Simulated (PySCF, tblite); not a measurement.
# C₄H₁₀F₂SSi: geometry, infrared bands and NMR shifts

Aim: predict the infrared bands and NMR shifts of C₄H₁₀F₂SSi (`C[C@@H](S)C[C@H](F)[SiH2]F`).

Programs: tblite 0.8.0 and PySCF 2.14.0, with density-fitted response routines of our own. Each step states its level of theory. These are calculated values for one molecule in the gas phase, unless marked as measured. Atoms are numbered from 0 throughout.

## 1. The starting structure

18 atoms, charge 0, multiplicity 1; geometry from: force field or distance geometry start.

Bonds of the start (Å): C0–C1 1.52, C1–S2 1.81, C1–C3 1.54, C3–C4 1.53, C4–F5 1.37, C4–Si6 1.87, Si6–F7 1.61, C0–H8 1.10, C0–H9 1.10, C0–H10 1.10, C1–H11 1.10, S2–H12 1.35, C3–H13 1.11, C3–H14 1.10, C4–H15 1.09, Si6–H16 1.49, Si6–H17 1.48.

## 2. Optimising the geometry with GFN2-xTB

What the job is given:

```
{"job": {"kind": "relax", "xc": "GFN2-xTB", "basis": "xTB"}, "charge": 0, "multiplicity": 1}
C     -2.506500    -0.290600     0.271900
C     -1.279400    -0.189500    -0.622600
S     -1.470300     1.219200    -1.749600
C     -0.003900    -0.037800     0.229200
C      1.285000    -0.229600    -0.565500
F      1.273200    -1.501500    -1.079700
Si     2.874500     0.004500     0.384500
F      2.876600     1.486800     1.017300
H     -3.420600    -0.411800    -0.323800
H     -2.449700    -1.159200     0.939400
H     -2.635800     0.596900     0.904700
H     -1.213500    -1.105500    -1.220200
H     -1.656100     2.166300    -0.803100
H     -0.022500    -0.817400     1.017400
H     -0.007100     0.931600     0.758300
H      1.307300     0.453900    -1.416500
H      2.969100    -0.966000     1.515000
H      4.070700    -0.143800    -0.481700
```

Launch:

```sh
$ OMP_NUM_THREADS=1 python probes_run.py task.json out
```

The driver reads the jobs from task.json and runs them one after another.

**Question.** This job is followed by: GFN2-xTB harmonic vibrations, gas phase; GIAO PBE0/pcSseg-1 NMR shielding, non-relativistic, gas phase. Predict these results of the whole session: strongest single infrared mode (GFN2-xTB); zero-point energy (GFN2-xTB); 13C shifts against TMS (PBE0/pcSseg-1); 1H shifts against TMS (PBE0/pcSseg-1, means over atoms taken as alike); 33S shifts against CS2 (PBE0/pcSseg-1); 19F shifts against CFCl3 (PBE0/pcSseg-1); 29Si shifts against TMS (PBE0/pcSseg-1).

The runs gave:

| quantity | value |
| --- | --- |
| strongest single infrared mode (GFN2-xTB) | 2353 cm⁻¹, 271 km/mol |
| zero-point energy (GFN2-xTB) | 81.5 kcal/mol |
| 13C shifts against TMS (PBE0/pcSseg-1) | 87.6, 48.2, 41.1, 30.5 ppm |
| 1H shifts against TMS (PBE0/pcSseg-1, means over atoms taken as alike) | 5.98, 5.24, 5.00, 2.85, 2.19, 1.58, 1.19, 0.98 ppm |
| 33S shifts against CS2 (PBE0/pcSseg-1) | -34 ppm |
| 19F shifts against CFCl3 (PBE0/pcSseg-1) | -233.9, -273.9 ppm |
| 29Si shifts against TMS (PBE0/pcSseg-1) | -4.0 ppm |

**Reading.** The optimisation took 73 steps and gained 0.157 eV; among the close pairs (by a distance rule), C4–Si6 changed most, from 1.866 to 1.919 Å. All 48 modes are real, so the xTB geometry is a minimum. The strongest single mode, at 2353 cm⁻¹, moves mainly H16. Unscaled tight-binding wavenumbers are off by several per cent, some by more. Its intensities can rank the bands wrongly. C4 (sp3 CH bonded to F and Si) lies farthest downfield among carbon, at 87.6 ppm; pulled downfield by the heteroatom. The most deshielded hydrogen is H15 (hydrogen on an sp3 CH bonded to F and Si), at 5.98 ppm: its carbon carries F, an electronegative neighbour. At PBE0/pcSseg-1: The widest tensor belongs to S2: span 410 ppm, with a paramagnetic part of -520 ppm.
